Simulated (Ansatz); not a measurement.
# C₄H₁₀Si: how energies converge with the basis set

One table from this session's results is given with a row withheld; the runs are named, their logs left out.

Computed with Ansatz 0.2.0, Gaussian basis. Level: one geometry, several basis sets.

Levels to be run: PBE0-D4/def2-SVP; ωB97M-V/def2-SVP; PBE0-D4/def2-QZVPP; ωB97M-V/def2-QZVPP; the functionals' def2-TZVPP values are taken from earlier runs.

## Structure used throughout

The geometry comes from an earlier relaxation with PBE0-D4 in a triple-zeta def2 set; it is a stationary point, not always the lowest conformer.

SMILES `CC(C)=C[SiH3]`, 15 atoms, charge 0, spin multiplicity 1.

Atoms are counted from 1 here; the program's logs count them from 0.

Bond lengths: C1–C2 1.496 Å, C1–H6 1.095 Å, C1–H7 1.091 Å, C1–H8 1.095 Å, C2–C3 1.496 Å, C2–C4 1.338 Å, C3–H9 1.095 Å, C3–H10 1.090 Å, C3–H11 1.095 Å, C4–Si5 1.858 Å, C4–H12 1.089 Å, Si5–H13 1.487 Å, Si5–H14 1.490 Å, Si5–H15 1.490 Å. Angles: C2–C1–H6 110.5°, C2–C1–H7 112.9°, C2–C1–H8 110.5°, H6–C1–H7 108.1°, H6–C1–H8 106.6°, H7–C1–H8 108.1°, C1–C2–C3 114.8°, C1–C2–C4 123.0°, C3–C2–C4 122.2°, C2–C3–H9 110.6°, C2–C3–H10 111.8°, C2–C3–H11 110.7°, H9–C3–H10 108.5°, H9–C3–H11 106.4°, H10–C3–H11 108.5°, C2–C4–Si5 125.9°, C2–C4–H12 117.1°, Si5–C4–H12 117.1° and more.

Set-up of the first run:

in.yaml

```yaml
crystal:
  periodic: [false, false, false]
  atoms:
    - {symbol: C, position_ang: [-1.315128, -0.507281, 0.451011]}
    - {symbol: C, position_ang: [0.172894, -0.359327, 0.426477]}
    - {symbol: C, position_ang: [0.901980, -1.180892, 1.442528]}
    - {symbol: C, position_ang: [0.812054, 0.442969, -0.432185]}
    - {symbol: Si, position_ang: [0.013046, 1.506112, -1.729774]}
    - {symbol: H, position_ang: [-1.712609, -0.227854, 1.432420]}
    - {symbol: H, position_ang: [-1.814750, 0.103450, -0.302523]}
    - {symbol: H, position_ang: [-1.599856, -1.551539, 0.284790]}
    - {symbol: H, position_ang: [0.575266, -0.921220, 2.455265]}
    - {symbol: H, position_ang: [1.981146, -1.039695, 1.379786]}
    - {symbol: H, position_ang: [0.681524, -2.245477, 1.309312]}
    - {symbol: H, position_ang: [1.898424, 0.477441, -0.363647]}
    - {symbol: H, position_ang: [1.073217, 2.238785, -2.471984]}
    - {symbol: H, position_ang: [-0.770815, 0.704364, -2.711391]}
    - {symbol: H, position_ang: [-0.918290, 2.509263, -1.140587]}
basis:
  gaussian: {orbitals: def2-SVP}
hamiltonian: {xc: pbe0, dispersion: d4}
output: {orbitals: {seedname: orbitals}}
```

Started as:

```console
> ansatz run in.yaml --threads 4 --pin off --events-out ev --progress --plain --max-ram 10444MiB
```

Steps of the session up to this table: PBE0-D4 in def2-SVP; ωB97M-V in def2-SVP; PBE0-D4 in def2-QZVPP; ωB97M-V in def2-QZVPP.

One of the session's tables, all rows but one given; the rest of the session is left out.

It belongs to the step «Functionals by basis». 

| functional | basis | HOMO (eV) | LUMO (eV) |
| --- | --- | --- | --- |
| PBE0-D4 | def2-SVP | -7.17 | -0.15 |
| PBE0-D4 | def2-TZVPP | ? | ? |
| PBE0-D4 | def2-QZVPP | -7.22 | -0.36 |
| ωB97M-V | def2-SVP | -9.34 | 1.92 |
| ωB97M-V | def2-TZVPP | -9.40 | 1.67 |
| ωB97M-V | def2-QZVPP | -9.41 | 1.51 |

Q: Estimate the row for PBE0-D4, def2-TZVPP from the others.

**Answer.** HOMO (eV): -7.21; LUMO (eV): -0.31. In the column «HOMO (eV)» it lies between PBE0-D4, def2-QZVPP (-7.22) and PBE0-D4, def2-SVP (-7.17).
